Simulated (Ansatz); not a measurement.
Working through a geometry optimisation of AlClH3NO, SMILES [NH2][Al]([OH])[Cl]

With the Python package of Ansatz (0.2.0).

Notebook, run cell by cell (the value of a cell's last expression is shown):

**Cell 1**
```python
import ansatz as az
from ase import Atoms
import numpy as np
```

**Cell 2**
```python
atoms = Atoms(["N", "Al", "O", "Cl", "H", "H", "H"], positions=[
    (-0.3301, 1.3399, 0.1859),
    (0.0941, -0.418, -0.2547),
    (1.7608, -1.021, 0.0794),
    (-1.3234, -1.7567, -1.1629),
    (-0.7111, 1.8196, -0.7287),
    (-1.1986, 1.3503, 0.8177),
    (1.7695, -1.3821, 1.0175),
])
system = az.Crystal.molecule_from_ase(atoms)
```

**Cell 3**
```python
job = system.calculation().basis(gaussian="6-31G*").functional("cam_b3lyp")
symbols = [site.symbol for site in system.cartesian_sites]
start = np.array([site.position_ang for site in system.cartesian_sites], dtype=float)
def progress(event):
    if event["event"] == "relax_step":
        row = event["data"]
        print(f"step {row['step']:3d}  E = {row['lagrangian_ev']:.6f} eV  max force {row['allowed_force_max_ev_ang']:.4f} eV/A")
```

**Cell 4**
```python
summary = job.relax(force_tolerance=0.005).session().plan().execute(on_event=progress).report
end = np.array(summary["positions_ang"])
```
Output:
```text
step   1  E = -22706.917922 eV  max force 2.4688 eV/A
step   2  E = -22707.248058 eV  max force 1.3507 eV/A
step   3  E = -22707.400557 eV  max force 0.9915 eV/A
step   4  E = -22707.514010 eV  max force 0.6750 eV/A
step   5  E = -22707.596944 eV  max force 0.6756 eV/A
step   6  E = -22707.686878 eV  max force 0.2810 eV/A
step   7  E = -22707.745127 eV  max force 0.4151 eV/A
step   8  E = -22707.798988 eV  max force 0.5554 eV/A
step   9  E = -22707.833930 eV  max force 0.2604 eV/A
step  10  E = -22707.852147 eV  max force 0.1337 eV/A
step  11  E = -22707.854447 eV  max force 0.0408 eV/A
step  12  E = -22707.854134 eV  max force 0.1894 eV/A
step  13  E = -22707.854024 eV  max force 0.1603 eV/A
step  14  E = -22707.854585 eV  max force 0.0076 eV/A
step  15  E = -22707.854648 eV  max force 0.0028 eV/A
step  16  E = -22707.854659 eV  max force 0.0039 eV/A
```

**Cell 5**
```python
for key in ("converged", "free_energy_ev", "reference_energy_ev", "n_frozen", "n_occupied", "n_virtual"):
    print(f"{key:22s} {summary[key]}")

print("final positions (A) and the move of each atom")
for symbol, xyz, old in zip(symbols, end, start):
    print(f"{symbol:2s} {xyz[0]:10.5f} {xyz[1]:10.5f} {xyz[2]:10.5f}   {np.linalg.norm(xyz - old):7.4f}")
with open("alclh3no_opt.xyz", "w") as handle:
    handle.write(f"{len(symbols)}\nrelaxed AlClH3NO\n")
    handle.writelines(f"{s:2s} {x:11.6f} {y:11.6f} {z:11.6f}\n" for s, (x, y, z) in zip(symbols, end))
```
Output:
```text
converged              True
free_energy_ev         -22707.854774883777
reference_energy_ev    -22707.854774883777
n_frozen               0
n_occupied             [24, 24]
n_virtual              [50, 50]
final positions (A) and the move of each atom
N    -0.55218    1.08949    0.08377    0.3499
Al   -0.07930   -0.58735   -0.17345    0.2556
O     1.45782   -1.22233    0.15237    0.3710
Cl   -1.50828   -1.91324   -0.94210    0.3278
H     0.03708    1.82549    0.44686    1.3935
H    -1.47797    1.44063   -0.12012    0.9827
H     2.18403   -0.70068    0.50687    0.9471
```

File `alclh3no_opt.xyz` afterwards:
```text
7
relaxed AlClH3NO
N    -0.552182    1.089487    0.083766
Al   -0.079298   -0.587348   -0.173453
O     1.457817   -1.222330    0.152371
Cl   -1.508278   -1.913243   -0.942096
H     0.037081    1.825487    0.446863
H    -1.477973    1.440625   -0.120117
H     2.184032   -0.700678    0.506866
```

Total energies depend on the basis set; only differences at equal settings carry meaning. The end point is the stationary point reached from this start; no frequency run checks that it is a minimum, and the basis set is modest. Finished in 36 s on 1 thread of Intel(R) Xeon(R) 6975P-C (Granite Rapids), on a shared host, peak memory 0.25 GiB.

(Lines on the test bed's own set-up are left out of the output.)
